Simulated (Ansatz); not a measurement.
# C6H14O2Si: one species, many methods

One table from this session's results is given with a row withheld; the runs are named, their logs left out.

Computed with Ansatz 0.2.0, Gaussian basis. Level: functionals in def2-TZVPP, the program's frozen cores in correlated methods.

Levels to be run: LDA (SPW92), PBE-D4, revPBE-D4, BLYP-D4, r2SCAN-D4, B97M-V, PBE0-D4, B3LYP-D4, r2SCANh-D4, r2SCAN0-D4, HSE06-D4, BHLYP-D4, CAM-B3LYP-D4, LC-ωPBE, ωB97X-V, ωB97M-V, B2PLYP, PBE-QIDH; CCSD(T)/def2-SVP; CCSD(T)/def2-TZVPP; MP2/def2-QZVPP; extrapolation to the limit; RPA on PBE.

## Structure used throughout

An earlier PBE0-D4 in a triple-zeta def2 set relaxation fixed the geometry.

SMILES `CC(C)O[Si]OC(C)C`, 23 atoms, charge 0, spin multiplicity 1.

Atoms are counted from 1 here; the program's logs count them from 0.

Bond lengths: C1–C2 1.514 Å, C1–H10 1.091 Å, C1–H11 1.092 Å, C1–H12 1.093 Å, C2–C3 1.515 Å, C2–O4 1.419 Å, C2–H13 1.097 Å, C3–H14 1.092 Å, C3–H15 1.093 Å, C3–H16 1.092 Å, O4–Si5 1.642 Å, Si5–O6 1.642 Å, O6–C7 1.419 Å, C7–C8 1.515 Å, C7–C9 1.514 Å, C7–H17 1.097 Å, C8–H18 1.093 Å, C8–H19 1.092 Å and more. Angles: C2–C1–H10 110.6°, C2–C1–H11 110.1°, C2–C1–H12 110.6°, H10–C1–H11 108.3°, H10–C1–H12 108.5°, H11–C1–H12 108.6°, C1–C2–C3 112.3°, C1–C2–O4 108.2°, C1–C2–H13 108.7°, C3–C2–O4 109.4°, C3–C2–H13 109.2°, O4–C2–H13 109.0°, C2–C3–H14 111.0°, C2–C3–H15 110.7°, C2–C3–H16 110.0°, H14–C3–H15 108.3°, H14–C3–H16 108.2°, H15–C3–H16 108.5° and more.

The first run:

The input, in.yaml:

```yaml
crystal:
  periodic: [false, false, false]
  atoms:
    - {symbol: C, position_ang: [0.574539, -2.342426, -1.978508]}
    - {symbol: C, position_ang: [-0.049285, -1.150094, -1.285230]}
    - {symbol: C, position_ang: [-1.563180, -1.188697, -1.326944]}
    - {symbol: O, position_ang: [0.411212, 0.027690, -1.928899]}
    - {symbol: Si, position_ang: [0.799236, 1.591707, -1.614796]}
    - {symbol: O, position_ang: [0.549970, 1.892737, -0.020245]}
    - {symbol: C, position_ang: [0.098471, 1.263223, 1.168620]}
    - {symbol: C, position_ang: [1.276277, 0.635880, 1.885785]}
    - {symbol: C, position_ang: [-0.602657, 2.302573, 2.016933]}
    - {symbol: H, position_ang: [1.663489, -2.281700, -1.940647]}
    - {symbol: H, position_ang: [0.268996, -2.369621, -3.027000]}
    - {symbol: H, position_ang: [0.261760, -3.273408, -1.499759]}
    - {symbol: H, position_ang: [0.282204, -1.138497, -0.239808]}
    - {symbol: H, position_ang: [-1.991470, -0.320181, -0.821413]}
    - {symbol: H, position_ang: [-1.939420, -2.090805, -0.838676]}
    - {symbol: H, position_ang: [-1.909004, -1.184737, -2.363233]}
    - {symbol: H, position_ang: [-0.622506, 0.479558, 0.905975]}
    - {symbol: H, position_ang: [0.950873, 0.147572, 2.807430]}
    - {symbol: H, position_ang: [1.766432, -0.110171, 1.256122]}
    - {symbol: H, position_ang: [2.011198, 1.403164, 2.140080]}
    - {symbol: H, position_ang: [0.092639, 3.102374, 2.282093]}
    - {symbol: H, position_ang: [-1.438813, 2.742754, 1.471021]}
    - {symbol: H, position_ang: [-0.985861, 1.854305, 2.936700]}
basis:
  gaussian: {orbitals: def2-TZVPP}
hamiltonian: {xc: lda}
output: {orbitals: {seedname: orbitals}}
```

The run is started by

```sh
ansatz run in.yaml --threads 4 --pin off --events-out ev --progress --plain --max-ram 66560MiB --backend cuda --devices 0, --max-vram 37GiB
```

Steps of the session up to this table: LDA; PBE-D4 (GGA); revPBE-D4 (GGA); BLYP-D4 (GGA); r2SCAN-D4 (meta-GGA); B97M-V (meta-GGA); B3LYP-D4 (hybrid); r2SCANh-D4 (hybrid); r2SCAN0-D4 (hybrid); HSE06-D4 (hybrid); BHLYP-D4 (hybrid); CAM-B3LYP-D4 (range-separated); LC-ωPBE (range-separated); ωB97X-V (range-separated); ωB97M-V (range-separated); B2PLYP (double hybrid); PBE-QIDH (double hybrid).

One table of the session follows, with a row left open; its other results are not shown here.

It belongs to the step «Orbital energies across the functionals». 

```
  functional  HOMO (eV)  gap (eV)
 LDA (SPW92)      -5.75      4.07
      PBE-D4      -5.66      4.14
   revPBE-D4          ?         ?
     BLYP-D4      -5.52      4.15
   r2SCAN-D4      -5.83      4.43
      B97M-V      -5.97      4.54
     PBE0-D4      -6.73      6.04
    B3LYP-D4      -6.55      5.66
  r2SCANh-D4      -6.23      5.15
  r2SCAN0-D4      -6.84      6.21
    HSE06-D4      -6.33      5.26
    BHLYP-D4      -7.70      7.90
CAM-B3LYP-D4      -8.04      8.42
     LC-ωPBE      -9.33     10.81
     ωB97X-V      -9.03     10.38
     ωB97M-V      -8.90     10.12
```

Estimate the missing values for revPBE-D4.

**Answer.** HOMO (eV): -5.61; gap (eV): 4.16. In the column «HOMO (eV)» it lies between PBE-D4 (-5.66) and BLYP-D4 (-5.52).
